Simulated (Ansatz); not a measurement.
# GaH6PSi: one species, many methods

The task here is to estimate one member of a computed series from the others.

Method: functionals in def2-TZVPP, the program's frozen cores in correlated methods; program: Ansatz 0.2.0, Gaussian basis.

Levels to be run: LDA (SPW92), PBE-D4, revPBE-D4, BLYP-D4, r2SCAN-D4, B97M-V, PBE0-D4, B3LYP-D4, r2SCANh-D4, r2SCAN0-D4, HSE06-D4, BHLYP-D4, CAM-B3LYP-D4, LC-ωPBE, ωB97X-V, ωB97M-V, B2PLYP, PBE-QIDH; CCSD(T)/def2-SVP; CCSD(T)/def2-TZVPP; MP2/def2-QZVPP; extrapolation to the limit; RPA on PBE.

## Structure used throughout

An earlier PBE0-D4 in a triple-zeta def2 set relaxation fixed the geometry.

SMILES `P[SiH2][GaH2]`, 9 atoms, charge 0, spin multiplicity 1.

Atoms are counted from 1 here; the program's logs count them from 0.

Bond lengths: P1–Si2 2.266 Å, P1–H4 1.421 Å, P1–H5 1.420 Å, Si2–Ga3 2.414 Å, Si2–H6 1.489 Å, Si2–H7 1.493 Å, Ga3–H8 1.574 Å, Ga3–H9 1.572 Å. Angles: Si2–P1–H4 93.9°, Si2–P1–H5 95.4°, H4–P1–H5 93.7°, P1–Si2–Ga3 108.3°, P1–Si2–H6 106.7°, P1–Si2–H7 112.1°, Ga3–Si2–H6 112.6°, Ga3–Si2–H7 109.8°, H6–Si2–H7 107.4°, Si2–Ga3–H8 119.0°, Si2–Ga3–H9 122.4°, H8–Ga3–H9 118.5°.

Set-up of the first run:

Contents of in.yaml:

```yaml
crystal:
  periodic: [false, false, false]
  atoms:
    - {symbol: P, position_ang: [-1.541083, 0.950184, -0.913932]}
    - {symbol: Si, position_ang: [0.530514, 0.592855, -0.069229]}
    - {symbol: Ga, position_ang: [0.429005, -1.314510, 1.406119]}
    - {symbol: H, position_ang: [-1.541353, -0.248591, -1.676249]}
    - {symbol: H, position_ang: [-1.104982, 1.751644, -2.002494]}
    - {symbol: H, position_ang: [0.924799, 1.842999, 0.637804]}
    - {symbol: H, position_ang: [1.540098, 0.349800, -1.141925]}
    - {symbol: H, position_ang: [-0.097993, -2.687220, 0.844411]}
    - {symbol: H, position_ang: [0.861016, -1.237152, 2.915485]}
basis:
  gaussian: {orbitals: def2-TZVPP}
hamiltonian: {xc: lda}
output: {orbitals: {seedname: orbitals}}
```

Run with:

```bash
$ ansatz run in.yaml --threads 2 --pin off --events-out ev --progress --plain --max-ram 4352MiB
```

Among the steps run: LDA; PBE-D4 (GGA); revPBE-D4 (GGA); BLYP-D4 (GGA); r2SCAN-D4 (meta-GGA); B97M-V (meta-GGA); PBE0-D4 (hybrid); B3LYP-D4 (hybrid); r2SCANh-D4 (hybrid); r2SCAN0-D4 (hybrid); HSE06-D4 (hybrid); BHLYP-D4 (hybrid); CAM-B3LYP-D4 (range-separated); LC-ωPBE (range-separated); ωB97X-V (range-separated); ωB97M-V (range-separated); B2PLYP (double hybrid); PBE-QIDH (double hybrid).

One of the session's tables, all rows but one given; the rest of the session is left out.

It belongs to the step «Frontier levels by functional». 

```
  functional  HOMO (eV)  LUMO (eV)  gap (eV)
 LDA (SPW92)      -6.54      -3.28      3.26
      PBE-D4      -6.44      -3.02      3.42
   revPBE-D4      -6.40      -2.90      3.49
     BLYP-D4      -6.27      -2.95      3.32
   r2SCAN-D4      -6.68      -2.81      3.87
      B97M-V      -6.79      -3.01      3.78
     PBE0-D4      -7.49      -2.24      5.25
    B3LYP-D4      -7.27      -2.48      4.78
  r2SCANh-D4      -7.07      -2.53      4.53
  r2SCAN0-D4          ?          ?         ?
    HSE06-D4      -7.10      -2.60      4.49
    BHLYP-D4      -8.38      -1.47      6.92
CAM-B3LYP-D4      -8.70      -1.32      7.39
     LC-ωPBE     -10.02      -0.15      9.87
     ωB97X-V      -9.69      -0.31      9.39
     ωB97M-V      -9.48      -0.52      8.96
```

Estimate the missing values for r2SCAN0-D4.

Worked estimate for «HOMO (eV)». Against the share of exact exchange, r2SCAN-D4 (0, -6.68), r2SCANh-D4 (0.1, -7.07) give a slope of -3.90 per unit share; at 0.25 the line stands at -7.65.

**Answer.** HOMO (eV): -7.65; LUMO (eV): -2.12; gap (eV): 5.52. In «HOMO (eV)» the line misses by 0.00.
